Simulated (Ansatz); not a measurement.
**AlGaHO+ (singlet): the correlation ladder, cc-pVDZ**

One table from this session's results is given with a row withheld; the runs are named, their logs left out.

Computed with Ansatz 0.2.0, Gaussian basis. Level: cc-pVDZ, core rule «outside noble gas», up to 20 orbitals frozen.

The runs, in order: UHF; CCSD(T) on RHF; BCCD(T) on RHF; CISD; CCSDT(Q) on RHF; CASSCF and MRCISD+Q, 8 electrons in 8 orbitals; CASSCF and NEVPT2, 8 electrons in 8 orbitals.

23 further runs of the same task are left out: 3 for a known fault of the program, 8 that didn't finish, 12 set aside as unsound or not needed.

## What is computed

The geometry is a PBE0/def2-TZVP stationary point (not a proven minimum) of the parent state, kept for this charge and spin. No spin-orbit coupling is included. The filled d shell of Ga may be among the frozen orbitals whatever the setting's name suggests; the logs give the count.

4 atoms, charge 1, spin multiplicity 1.

Atoms are counted from 1 here; the program's logs count them from 0.

Bond lengths: Al1–Ga2 2.683 Å, Ga2–O3 1.754 Å, O3–H4 0.952 Å. Angles: Al1–Ga2–O3 180.0°, Ga2–O3–H4 180.0°.

The first run:

in.yaml

```yaml
crystal:
  periodic: [false, false, false]
  atoms:
    - {symbol: Al, position_ang: [0.000000, 0.000000, -3.127100]}
    - {symbol: Ga, position_ang: [0.000000, 0.000000, -0.444100]}
    - {symbol: O, position_ang: [0.000000, 0.000000, 1.309800]}
    - {symbol: H, position_ang: [0.000000, 0.000000, 2.261400]}
basis:
  gaussian: {orbitals: cc-pVDZ}
total_charge: 1
magnetization: {spin_polarized: true, initial_magnetization: 0}
hamiltonian: {xc: hf}
output: {orbitals: {seedname: orbitals}}
```

On the command line:

```bash
$ ansatz run in.yaml --threads 1 --pin off --events-out ev --progress --plain --max-ram 2393MiB
```

Among the steps run: UHF; CCSD(T) on RHF; BCCD(T) on RHF; CISD; CCSDT(Q) on RHF; CASSCF and MRCISD+Q, 8 electrons in 8 orbitals; CASSCF and NEVPT2, 8 electrons in 8 orbitals.

One table of the session follows, with a row left open; its other results are not shown here.

```
           method  from RCCSDT(Q) (meV)
              RHF               +8341.4
             RMP2                +949.9
            RCCSD                +272.4
         RCCSD(T)                 +52.6
          BCCD(T)                 +47.6
           RCCSDT                 +29.4
        RCCSDT(Q)                     0
  CASSCF frontier                     ?
  MRCISD frontier                +451.0
MRCISD+Q frontier                 +31.5
```

**Question.** Estimate the row for CASSCF frontier.

**Answer.** from RCCSDT(Q) (meV): +4688.8. In the column «from RCCSDT(Q) (meV)» it lies between RMP2 (+949.9) and RHF (+8341.4).

Not comparable, so not listed: CISD; CASSCF and NEVPT2, 8 electrons in 8 orbitals (they don't share determinant, frozen orbitals or solution with the rows shown, or repeat one).

To keep in mind: Warnings in the runs' records: passed over end.
